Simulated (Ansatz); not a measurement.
# C2H8FNOSi: the cost of one run

Method: UKS PBE/STO-3G, in Ansatz 0.2.0.

## Step 1: Starting point

Bond lengths: C1–C2 1.531 Å, C2–O3 1.385 Å, C2–F4 1.280 Å, C2–N5 1.427 Å, N5–Si6 1.704 Å, C1–H7 1.071 Å, C1–H8 1.075 Å, C1–H9 1.129 Å, O3–H10 0.990 Å, N5–H11 0.997 Å, Si6–H12 1.465 Å, Si6–H13 1.523 Å, Si6–H14 1.466 Å. Angles (14 of 22 angles, heavy atoms first): C1–C2–O3 106.6°, C1–C2–F4 113.0°, C1–C2–N5 115.2°, O3–C2–F4 104.9°, O3–C2–N5 108.1°, F4–C2–N5 108.4°, C2–N5–Si6 126.1°, C2–C1–H7 109.7°, C2–C1–H8 113.5°, C2–C1–H9 105.9°, C2–O3–H10 103.4°, C2–N5–H11 108.0°, Si6–N5–H11 110.4°, N5–Si6–H12 105.7°.

Structure file:

```xyz
14

C    -0.1343   -1.3334   -1.0161
C    -0.3434   -0.7133    0.3681
O    -0.0468   -1.7003    1.2932
F    -1.5636   -0.4027    0.5970
N     0.4717    0.4230    0.6544
Si    0.2715    1.9888    0.0121
H    -0.7610   -2.1948   -1.1240
H     0.8943   -1.5563   -1.2359
H    -0.5160   -0.5729   -1.7574
H    -0.3781   -1.3215    2.1460
H     1.4262    0.1419    0.5921
H     0.5184    1.8628   -1.4260
H    -1.1358    2.4971    0.2975
H     1.2838    2.8524    0.6278
```

## Step 2: Preparing the start

input.yaml

```yaml
crystal:
  periodic: [false, false, false]
  atoms:
    - { symbol: C, position_ang: [-0.1343, -1.3334, -1.0161] }
    - { symbol: C, position_ang: [-0.3434, -0.7133, 0.3681] }
    - { symbol: O, position_ang: [-0.0468, -1.7003, 1.2932] }
    - { symbol: F, position_ang: [-1.5636, -0.4027, 0.597] }
    - { symbol: "N", position_ang: [0.4717, 0.423, 0.6544] }
    - { symbol: Si, position_ang: [0.2715, 1.9888, 0.0121] }
    - { symbol: H, position_ang: [-0.761, -2.1948, -1.124] }
    - { symbol: H, position_ang: [0.8943, -1.5563, -1.2359] }
    - { symbol: H, position_ang: [-0.516, -0.5729, -1.7574] }
    - { symbol: H, position_ang: [-0.3781, -1.3215, 2.146] }
    - { symbol: H, position_ang: [1.4262, 0.1419, 0.5921] }
    - { symbol: H, position_ang: [0.5184, 1.8628, -1.426] }
    - { symbol: H, position_ang: [-1.1358, 2.4971, 0.2975] }
    - { symbol: H, position_ang: [1.2838, 2.8524, 0.6278] }
magnetization:
  spin_polarized: true
basis:
  gaussian: { orbitals: STO-3G }
hamiltonian:
  xc: pbe
relax:
  f_tol: 0.02
  max_steps: 40
```

On the command line:

```sh
> ansatz run input.yaml --threads 1 --pin off --max-ram 2048MiB --backend cpu --events-out ev --progress --plain --runs-dir out
```

What time and memory should one allow on 1 thread of Arm Neoverse V2, shared host?

About 94 s, with a peak of 0.2 GiB.
